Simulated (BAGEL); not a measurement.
# A workflow on CH4BFO2 (SMILES COB(O)F)

Aim: the energy (HF/6-31G*), then a single-point energy (NEVPT2(2,2)/6-31G*), then the energy (CASPT2(2,2)/6-31G*) of CH4BFO2. 

Program for the calculation: BAGEL 1.2.2.

2 further runs of the same task are left out: 2 set aside as unsound or not needed.

## (1) The molecule

CH4BFO2 has 9 atoms, charge 0, and is taken as a singlet. As SMILES, `COB(O)F`. The shape is that of a PBE0-D4/def2-TZVP optimisation. This is one conformer, not always the lowest.

Bond lengths: C1–O2 1.414 Å, O2–B3 1.344 Å, B3–O4 1.361 Å, B3–F5 1.336 Å, C1–H6 1.092 Å, C1–H7 1.091 Å, C1–H8 1.092 Å, O4–H9 0.959 Å. Some angles: C1–O2–B3 122.2°, O2–B3–O4 122.7°, O2–B3–F5 117.4°, O4–B3–F5 119.9°, O2–C1–H6 108.8°, O2–C1–H7 111.8°, O2–C1–H8 108.7°, B3–O4–H9 112.6°, H6–C1–H7 109.3°, H6–C1–H8 108.7°.

## (2) The energy at HF/6-31G(d) (density fitting with svp-jkfit, spherical functions) (run 1)

Input file calc.json:

```json
{ "bagel": [

{
  "title": "molecule",
  "basis": "6-31gs.json",
  "df_basis": "svp-jkfit",
  "angstrom": "true",
  "geometry": [
    { "atom": "C", "xyz": [      -0.649303,       0.491291,      -1.085944 ] },
    { "atom": "O", "xyz": [      -0.487003,       0.689591,       0.304556 ] },
    { "atom": "B", "xyz": [       0.320397,      -0.085109,       1.049456 ] },
    { "atom": "O", "xyz": [       1.040397,      -1.114309,       0.524656 ] },
    { "atom": "F", "xyz": [       0.401500,       0.187700,       2.355300 ] },
    { "atom": "H", "xyz": [      -1.701503,       0.285191,      -1.291444 ] },
    { "atom": "H", "xyz": [      -0.040703,      -0.337709,      -1.451244 ] },
    { "atom": "H", "xyz": [      -0.363103,       1.406991,      -1.606644 ] },
    { "atom": "H", "xyz": [       1.567697,      -1.570109,       1.183956 ] }
  ]
},

{ "title": "hf" },

{ "title": "print", "file": "orbitals.molden", "orbitals": "true" }

]}
```

The basis set 6-31G* is read from a file made from the Basis Set Exchange's data (not shown).

Started as:

```bash
$ BAGEL_NUM_THREADS=1 BAGEL calc.json > calc.out
```

Output:

```text
* using 1 threads per process

  ===============================================================
  ===============================================================

  *** Geometry ***

  { "atom" : "C", "xyz" : [     -1.227005,      0.928405,     -2.052137 ] },
  { "atom" : "O", "xyz" : [     -0.920302,      1.303138,      0.575527 ] },
  { "atom" : "B", "xyz" : [      0.605463,     -0.160833,      1.983184 ] },
  { "atom" : "O", "xyz" : [      1.966065,     -2.105739,      0.991456 ] },
  { "atom" : "F", "xyz" : [      0.758725,      0.354702,      4.450872 ] },
  { "atom" : "H", "xyz" : [     -3.215375,      0.538933,     -2.440475 ] },
  { "atom" : "H", "xyz" : [     -0.076918,     -0.638178,     -2.742454 ] },
  { "atom" : "H", "xyz" : [     -0.686165,      2.658828,     -3.036117 ] },
  { "atom" : "H", "xyz" : [      2.962518,     -2.967076,      2.237353 ] },

  Number of auxiliary basis functions:      453

  Since a DF basis is specified, we compute 2- and 3-index integrals:
    o Being stored without compression. Storage requirement is 0.022 GB

  Number of basis functions:       78
  Number of electrons      :       40

    * METHOD: MOLECULE                             0.21

  *** RHF ***

  === Nuclear Repulsion ===
   174.2198040330

      * DIIS with orbital gradients will be used.

  === RHF iteration (6-31gs.json) ===
      0       -313.94952192          0.02404435           0.06
      1       -314.13459182          0.01394934           0.06
      2       -314.20537881          0.00137356           0.06
      3       -314.20639854          0.00028189           0.06
      4       -314.20643303          0.00009576           0.06
      5       -314.20643779          0.00002464           0.06
      6       -314.20643821          0.00000761           0.06
      7       -314.20643826          0.00000212           0.06
      8       -314.20643826          0.00000088           0.06
      9       -314.20643826          0.00000025           0.06
     10       -314.20643826          0.00000009           0.06
     11       -314.20643826          0.00000004           0.06
     12       -314.20643826          0.00000001           0.06
     13       -314.20643826          0.00000000           0.06
    * SCF iteration converged.

    * Permanent dipole moment:
           (   -0.297827,     0.495972,     0.466178) a.u.

    * METHOD: HF                                   0.98

    * METHOD: PRINT                                0.01

  ===============================================================
```

Run time: 1.4 s. Hardware: 1 thread of Arm Neoverse V1, shared host; peak memory 0.14 GiB.

## (3) The energy at NEVPT2(2,2)/6-31G(d) (density fitting with svp-jkfit, spherical functions) (run 2)

Input file input.json:

```json
{ "bagel": [

{
  "title": "molecule",
  "basis": "6-31gs.json",
  "df_basis": "svp-jkfit",
  "angstrom": true,
  "geometry": [
    { "atom": "C", "xyz": [   -0.649303,    0.491291,   -1.085944 ] },
    { "atom": "O", "xyz": [   -0.487003,    0.689591,    0.304556 ] },
    { "atom": "B", "xyz": [    0.320397,   -0.085109,    1.049456 ] },
    { "atom": "O", "xyz": [    1.040397,   -1.114309,    0.524656 ] },
    { "atom": "F", "xyz": [    0.401500,    0.187700,    2.355300 ] },
    { "atom": "H", "xyz": [   -1.701503,    0.285191,   -1.291444 ] },
    { "atom": "H", "xyz": [   -0.040703,   -0.337709,   -1.451244 ] },
    { "atom": "H", "xyz": [   -0.363103,    1.406991,   -1.606644 ] },
    { "atom": "H", "xyz": [    1.567697,   -1.570109,    1.183956 ] }
  ]
},
{
  "title": "hf"
},
{
  "title": "casscf",
  "nstate": 1,
  "nact": 2,
  "nclosed": 19,
  "active": [6, 28],
  "maxiter": 200,
  "natocc": true
},
{
  "title": "nevpt2",
  "nstate": 1,
  "nact": 2,
  "nclosed": 19,
  "active": [6, 28],
  "maxiter": 200,
  "natocc": true,
  "ncore": 5
},
{
  "title": "print",
  "file": "orbitals.molden",
  "orbitals": true
}

]}
```

The basis set 6-31G* is read from a file made from the Basis Set Exchange's data (not shown).

Started as:

```bash
$ BAGEL_NUM_THREADS=1 BAGEL input.json > input.out
```

Output:

```text
* using 1 threads per process

  ===============================================================
  ===============================================================

  *** Geometry ***

  { "atom" : "C", "xyz" : [     -1.227005,      0.928405,     -2.052137 ] },
  { "atom" : "O", "xyz" : [     -0.920302,      1.303138,      0.575527 ] },
  { "atom" : "B", "xyz" : [      0.605463,     -0.160833,      1.983184 ] },
  { "atom" : "O", "xyz" : [      1.966065,     -2.105739,      0.991456 ] },
  { "atom" : "F", "xyz" : [      0.758725,      0.354702,      4.450872 ] },
  { "atom" : "H", "xyz" : [     -3.215375,      0.538933,     -2.440475 ] },
  { "atom" : "H", "xyz" : [     -0.076918,     -0.638178,     -2.742454 ] },
  { "atom" : "H", "xyz" : [     -0.686165,      2.658828,     -3.036117 ] },
  { "atom" : "H", "xyz" : [      2.962518,     -2.967076,      2.237353 ] },

  Number of auxiliary basis functions:      453

  Since a DF basis is specified, we compute 2- and 3-index integrals:
    o Being stored without compression. Storage requirement is 0.022 GB

  Number of basis functions:       78
  Number of electrons      :       40

    * METHOD: MOLECULE                             0.21

  *** RHF ***

  === Nuclear Repulsion ===
   174.2198040330

      * DIIS with orbital gradients will be used.

  === RHF iteration (6-31gs.json) ===
      0       -313.94952192          0.02404435           0.06
      1       -314.13459182          0.01394934           0.06
      2       -314.20537881          0.00137356           0.06
      3       -314.20639854          0.00028189           0.06
      4       -314.20643303          0.00009576           0.06
      5       -314.20643779          0.00002464           0.06
      6       -314.20643821          0.00000761           0.06
      7       -314.20643826          0.00000212           0.06
      8       -314.20643826          0.00000088           0.06
      9       -314.20643826          0.00000025           0.06
     10       -314.20643826          0.00000009           0.06
     11       -314.20643826          0.00000004           0.06
     12       -314.20643826          0.00000001           0.06
     13       -314.20643826          0.00000000           0.06
    * SCF iteration converged.

    * Permanent dipole moment:
           (   -0.297827,     0.495972,     0.466178) a.u.

    * METHOD: HF                                   1.00

  ---------------------------
      CASSCF calculation
  ---------------------------

    ==== Active orbitals : =====
         Orbital 6
         Orbital 28
    ============================

    * nstate   :      1
    * nclosed  :     19
    * nact     :      2
    * nvirt    :     57
  === CASSCF iteration (6-31gs.json) ===

    * Using the second-order algorithm

      0  0      -314.20646141     9.75e-06      0.02

      1  0      -314.20737482     1.89e-04      0.20

      2  0      -314.21538166     5.62e-04      0.32

      3  0      -314.22246784     5.42e-04      0.39

      4  0      -314.22327838     2.29e-04      0.37

      5  0      -314.22329822     8.17e-05      0.47

      6  0      -314.22329914     2.85e-05      0.41

      7  0      -314.22329922     9.46e-06      0.43

      8  0      -314.22329923     3.09e-06      0.44

      9  0      -314.22329923     1.00e-06      0.44

     10  0      -314.22329923     3.26e-07      0.39

     11  0      -314.22329923     1.06e-07      0.36

     12  0      -314.22329923     3.42e-08      0.30

     13  0      -314.22329923     1.11e-08      0.28

     14  0      -314.22329923     3.60e-09      0.26

    * Second-order optimization converged. *

     guess   0:   closed 1.                   open ..

  === FCI iteration ===

      0  0      -314.20627851     1.09e-01      0.00
      1  0      -314.22326701     3.57e-03      0.00
      2  0 *    -314.22329923     3.55e-16      0.00

     * ci vector, state   0, <S^2> = 0.0000
       2.     0.9969580044
       .2    -0.0779406025

    * METHOD: CASSCF                               5.22

    * freezing 5 orbitals

  === DF-NEVPT2 calculation ===

    * 3-index integral transformation done
    * assembly done

      NEVPT2 correlation energy:   -0.6989675949      0.19

          (+0)     -0.6087975368
          (+0)'    -0.0478933395
          (+1)     -0.0079554071
          (+1)'    -0.0000000000
          (+2)     -0.0005253162
          (-1)     -0.0295259786
          (-1)'     0.0000000000
          (-2)     -0.0042700167

      NEVPT2 total energy:       -314.9222668268

    * METHOD: NEVPT2                               0.33

    * METHOD: PRINT                                0.01

  ===============================================================
```

Wall time 6.9 s (1 thread of Arm Neoverse V1, shared host); peak memory 0.14 GiB.

## (4) A single-point energy at CASPT2(2,2)/6-31G(d) (density fitting with svp-jkfit, spherical functions) (run 3)

Input file caspt2.json:

```json
{ "bagel" : [

{
  "title" : "molecule",
  "basis" : "6-31gs.json",
  "df_basis" : "svp-jkfit",
  "angstrom" : true,
  "geometry" : [
    { "atom" : "C", "xyz" : [   -0.649303,    0.491291,   -1.085944 ] },
    { "atom" : "O", "xyz" : [   -0.487003,    0.689591,    0.304556 ] },
    { "atom" : "B", "xyz" : [    0.320397,   -0.085109,    1.049456 ] },
    { "atom" : "O", "xyz" : [    1.040397,   -1.114309,    0.524656 ] },
    { "atom" : "F", "xyz" : [    0.401500,    0.187700,    2.355300 ] },
    { "atom" : "H", "xyz" : [   -1.701503,    0.285191,   -1.291444 ] },
    { "atom" : "H", "xyz" : [   -0.040703,   -0.337709,   -1.451244 ] },
    { "atom" : "H", "xyz" : [   -0.363103,    1.406991,   -1.606644 ] },
    { "atom" : "H", "xyz" : [    1.567697,   -1.570109,    1.183956 ] }
  ]
},
{ "title" : "hf" },
{ "title" : "casscf", "nstate" : 1, "nact" : 2, "nclosed" : 19, "active" : [6, 28], "maxiter" : 200, "natocc" : true },
{ "title" : "print", "file" : "orbitals.molden", "orbitals" : true },
{ "title" : "smith", "method" : "caspt2", "ms" : true, "xms" : true, "sssr" : true, "shift" : 0.2, "shift_imag" : true, "ncore" : 5 }

]}
```

The basis set 6-31G* is read from a file made from the Basis Set Exchange's data (not shown).

Started as:

```bash
$ BAGEL_NUM_THREADS=1 BAGEL caspt2.json > caspt2.out
```

Output:

```text
* using 1 threads per process

  ===============================================================
  ===============================================================

  *** Geometry ***

  { "atom" : "C", "xyz" : [     -1.227005,      0.928405,     -2.052137 ] },
  { "atom" : "O", "xyz" : [     -0.920302,      1.303138,      0.575527 ] },
  { "atom" : "B", "xyz" : [      0.605463,     -0.160833,      1.983184 ] },
  { "atom" : "O", "xyz" : [      1.966065,     -2.105739,      0.991456 ] },
  { "atom" : "F", "xyz" : [      0.758725,      0.354702,      4.450872 ] },
  { "atom" : "H", "xyz" : [     -3.215375,      0.538933,     -2.440475 ] },
  { "atom" : "H", "xyz" : [     -0.076918,     -0.638178,     -2.742454 ] },
  { "atom" : "H", "xyz" : [     -0.686165,      2.658828,     -3.036117 ] },
  { "atom" : "H", "xyz" : [      2.962518,     -2.967076,      2.237353 ] },

  Number of auxiliary basis functions:      453

  Since a DF basis is specified, we compute 2- and 3-index integrals:
    o Being stored without compression. Storage requirement is 0.022 GB

  Number of basis functions:       78
  Number of electrons      :       40

    * METHOD: MOLECULE                             0.22

  *** RHF ***

  === Nuclear Repulsion ===
   174.2198040330

      * DIIS with orbital gradients will be used.

  === RHF iteration (6-31gs.json) ===
      0       -313.94952192          0.02404435           0.06
      1       -314.13459182          0.01394934           0.06
      2       -314.20537881          0.00137356           0.06
      3       -314.20639854          0.00028189           0.06
      4       -314.20643303          0.00009576           0.06
      5       -314.20643779          0.00002464           0.06
      6       -314.20643821          0.00000761           0.06
      7       -314.20643826          0.00000212           0.06
      8       -314.20643826          0.00000088           0.06
      9       -314.20643826          0.00000025           0.06
     10       -314.20643826          0.00000009           0.06
     11       -314.20643826          0.00000004           0.06
     12       -314.20643826          0.00000001           0.06
     13       -314.20643826          0.00000000           0.06
    * SCF iteration converged.

    * Permanent dipole moment:
           (   -0.297827,     0.495972,     0.466178) a.u.

    * METHOD: HF                                   1.03

  ---------------------------
      CASSCF calculation
  ---------------------------

    ==== Active orbitals : =====
         Orbital 6
         Orbital 28
    ============================

    * nstate   :      1
    * nclosed  :     19
    * nact     :      2
    * nvirt    :     57
  === CASSCF iteration (6-31gs.json) ===

    * Using the second-order algorithm

      0  0      -314.20646141     9.75e-06      0.03

      1  0      -314.20737482     1.89e-04      0.21

      2  0      -314.21538166     5.62e-04      0.32

      3  0      -314.22246784     5.42e-04      0.38

      4  0      -314.22327838     2.29e-04      0.38

      5  0      -314.22329822     8.17e-05      0.49

      6  0      -314.22329914     2.85e-05      0.44

      7  0      -314.22329922     9.46e-06      0.47

      8  0      -314.22329923     3.09e-06      0.47

      9  0      -314.22329923     1.00e-06      0.46

     10  0      -314.22329923     3.26e-07      0.40

     11  0      -314.22329923     1.06e-07      0.34

     12  0      -314.22329923     3.42e-08      0.29

     13  0      -314.22329923     1.11e-08      0.28

     14  0      -314.22329923     3.60e-09      0.25

    * Second-order optimization converged. *

     guess   0:   closed 1.                   open ..

  === FCI iteration ===

      0  0      -314.20627851     1.09e-01      0.00
      1  0      -314.22326701     3.57e-03      0.00
      2  0 *    -314.22329923     3.55e-16      0.00

     * ci vector, state   0, <S^2> = 0.0000
       2.     0.9969580044
       .2    -0.0779406025

    * METHOD: CASSCF                               5.34

    * METHOD: PRINT                                0.01

  === SMITH program ===

    * freezing 5 orbitals

    * Approximate memory requirement for SMITH calulation per MPI process:
      o Storage requirement for T-amplitude, lambda, and residual is 0.02 GB
      o Storage requirement for MO integrals is 0.01 GB
    * Calculating and saving rdm4f

    * Zeroth order energy : state  0       -1.7949989431

    * CASPT2 iteration is performed using orthogonal basis

      -------------------------------------------  CASPT2 iteration  ---------------------------------------------------
       #      aibj      arbs      arbi      airj      risj      airs      arst      rist         Etot      error   time
      ------------------------------------------------------------------------------------------------------------------

       0  -0.60902  -0.00508  -0.02961  -0.00925  -0.00065  -0.04203  -0.00000  -0.00000   -0.6956430  0.0028461   0.11
       1  -0.60965  -0.00515  -0.02990  -0.00958  -0.00070  -0.04333  -0.00000  -0.00000   -0.6983066  0.0005006   0.09
       2  -0.60975  -0.00516  -0.02983  -0.00960  -0.00070  -0.04341  -0.00000  -0.00000   -0.6984518  0.0000941   0.09
       3  -0.60974  -0.00516  -0.02983  -0.00958  -0.00071  -0.04343  -0.00000  -0.00000   -0.6984551  0.0000187   0.10
       4  -0.60974  -0.00516  -0.02983  -0.00958  -0.00071  -0.04344  -0.00000  -0.00000   -0.6984552  0.0000040   0.10
       5  -0.60974  -0.00516  -0.02983  -0.00958  -0.00071  -0.04343   0.00000   0.00000   -0.6984552  0.0000008   0.10

      ------------------------------------------------------------------------------------------------------------------

    * CASPT2 energy : state  0     -314.9240203963
        w/o shift correction       -314.9217544661
        reference weight              0.8415479632

    * METHOD: SMITH                                0.85

  ===============================================================
```

It took 7.8 s on 1 thread of Arm Neoverse V1, shared host; peak memory 0.21 GiB.

## (5) Outcome

```
                               quantity          value
         run 1, HF/6-31G*: total energy  -314.20644 Eh
        run 1, HF/6-31G*: dipole moment         1.89 D
          run 1, HF/6-31G*: HOMO energy      -12.67 eV
          run 1, HF/6-31G*: LUMO energy        5.95 eV
        run 1, HF/6-31G*: HOMO–LUMO gap       18.62 eV
run 2, NEVPT2(2,2)/6-31G*: total energy  -314.92227 Eh
run 3, CASPT2(2,2)/6-31G*: total energy  -314.92402 Eh
```
